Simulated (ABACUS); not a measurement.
InSb3 under changes of volume

One of the cells (27.758 Å³/atom); the others are scaled copies at fixed shape and fractional positions:

```
Sb In
1.0
     4.80637    0.00000    0.00000
     0.00000    4.80637    0.00000
     0.00000    0.00000    4.80637
Sb In
3 1
Direct
  0.50000 0.50000 0.00000
  0.00000 0.50000 0.50000
  0.50000 0.00000 0.50000
  0.00000 0.00000 0.00000
```

The cell comes from a database or a generator and needn't be the stable form of this composition.

- Program: ABACUS 3.10.1
- Functional: PBEsol
- Potentials or basis: PseudoDojo NC SR 0.4.1 PBEsol standard
- Cutoff: 1102 eV
- Density cutoff: 4408 eV
- Basis: plane waves
- k mesh: 6 × 6 × 6
- Occupations: fermi-dirac, width 0.05 eV
- Spin: no spin polarisation

```tsv
volume (Å³/atom)	energy over the lowest point (meV/atom)	pressure (GPa)
26.093	0.44	0.7
26.648	0.00	-0.6
27.203	3.74	-1.7
27.758	11.21	-2.7
28.313	?	?
28.868	35.68	-4.3
29.424	51.84	-5.0
```

What does the run at 28.313 Å³/atom give?

Energy over the lowest point 22.00 meV/atom; pressure -3.6 GPa.

Worked out: A Birch-Murnaghan fit of order 3 (a polynomial in V^(-2/3)) to the other rows has its minimum at 26.43 Å³/atom with B0 = V·E''(V) = 61 GPa and B' = 5.1. It gives 22.01 meV/atom at 28.313 Å³/atom, against the run's 22.00, and -dE/dV = -3.5 GPa, against -3.6.

Energies are extrapolated to zero smearing.
